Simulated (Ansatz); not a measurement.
# C₂H₉GeN: how energies converge with the basis set

Aim: see how fast density functionals converge with the basis set for C₂H₉GeN.

Computed with Ansatz 0.2.0, Gaussian basis. Level: one geometry, several basis sets.

Plan: PBE0-D4/def2-SVP; ωB97M-V/def2-SVP; PBE0-D4/def2-QZVPP; ωB97M-V/def2-QZVPP; the functionals' def2-TZVPP values are taken from earlier runs.

**1. The relaxed structure**

All runs share one geometry, relaxed beforehand with PBE0-D4 in a triple-zeta def2 set.

SMILES `C[NH][GeH2][CH3]`, 13 atoms, charge 0, spin multiplicity 1.

Atoms are counted from 1 here; the program's logs count them from 0.

Bond lengths: C1–N2 1.449 Å, C1–H5 1.094 Å, C1–H6 1.094 Å, C1–H7 1.101 Å, N2–Ge3 1.841 Å, N2–H8 1.010 Å, Ge3–C4 1.958 Å, Ge3–H9 1.540 Å, Ge3–H10 1.542 Å, C4–H11 1.091 Å, C4–H12 1.091 Å, C4–H13 1.092 Å. Angles: N2–C1–H5 110.4°, N2–C1–H6 109.5°, N2–C1–H7 115.0°, H5–C1–H6 106.8°, H5–C1–H7 107.6°, H6–C1–H7 107.3°, C1–N2–Ge3 118.7°, C1–N2–H8 111.9°, Ge3–N2–H8 113.3°, N2–Ge3–C4 113.8°, N2–Ge3–H9 106.2°, N2–Ge3–H10 106.2°, C4–Ge3–H9 110.5°, C4–Ge3–H10 109.2°, H9–Ge3–H10 110.9°, Ge3–C4–H11 110.4°, Ge3–C4–H12 110.5°, Ge3–C4–H13 110.3° and more.

**2. PBE0-D4 in def2-SVP**

in.yaml reads:

```yaml
crystal:
  periodic: [false, false, false]
  atoms:
    - {symbol: C, position_ang: [-0.759683, 1.320025, -1.116412]}
    - {symbol: N, position_ang: [-1.131224, 0.713777, 0.145698]}
    - {symbol: Ge, position_ang: [0.174192, -0.112556, 1.147548]}
    - {symbol: C, position_ang: [1.120029, -1.536055, 0.191274]}
    - {symbol: H, position_ang: [-1.578525, 1.936497, -1.499721]}
    - {symbol: H, position_ang: [0.093199, 1.988049, -0.963182]}
    - {symbol: H, position_ang: [-0.479705, 0.608966, -1.908433]}
    - {symbol: H, position_ang: [-1.979319, 0.171102, 0.067916]}
    - {symbol: H, position_ang: [-0.533343, -0.678607, 2.392743]}
    - {symbol: H, position_ang: [1.178603, 0.990033, 1.538257]}
    - {symbol: H, position_ang: [1.588025, -1.141428, -0.712156]}
    - {symbol: H, position_ang: [0.428102, -2.330686, -0.092560]}
    - {symbol: H, position_ang: [1.900250, -1.963916, 0.823830]}
basis:
  gaussian: {orbitals: def2-SVP}
hamiltonian: {xc: pbe0, dispersion: d4}
output: {orbitals: {seedname: orbitals}}
```

After this run come: ωB97M-V in def2-SVP; PBE0-D4 in def2-QZVPP; ωB97M-V in def2-QZVPP.

Q: Predict the results of all the runs planned. Wanted: PBE0-D4: double and triple zeta above quadruple; ωB97M-V: double and triple zeta above quadruple.

**Answer**, as computed:

| quantity | value |
| --- | --- |
| PBE0-D4: double and triple zeta above quadruple | 12.79, 1.45 eV |
| ωB97M-V: double and triple zeta above quadruple | 12.99, 1.42 eV |

In words: For PBE0-D4 the step from double to triple zeta gains 11.34 eV and the next only 1.45 eV. These are total energies; as a rule much of such shifts cancels in differences, which this series doesn't test. The LUMO of ωB97M-V is positive and keeps falling with the basis (3.06 to 1.63 eV): an unbound level that the basis holds in place.
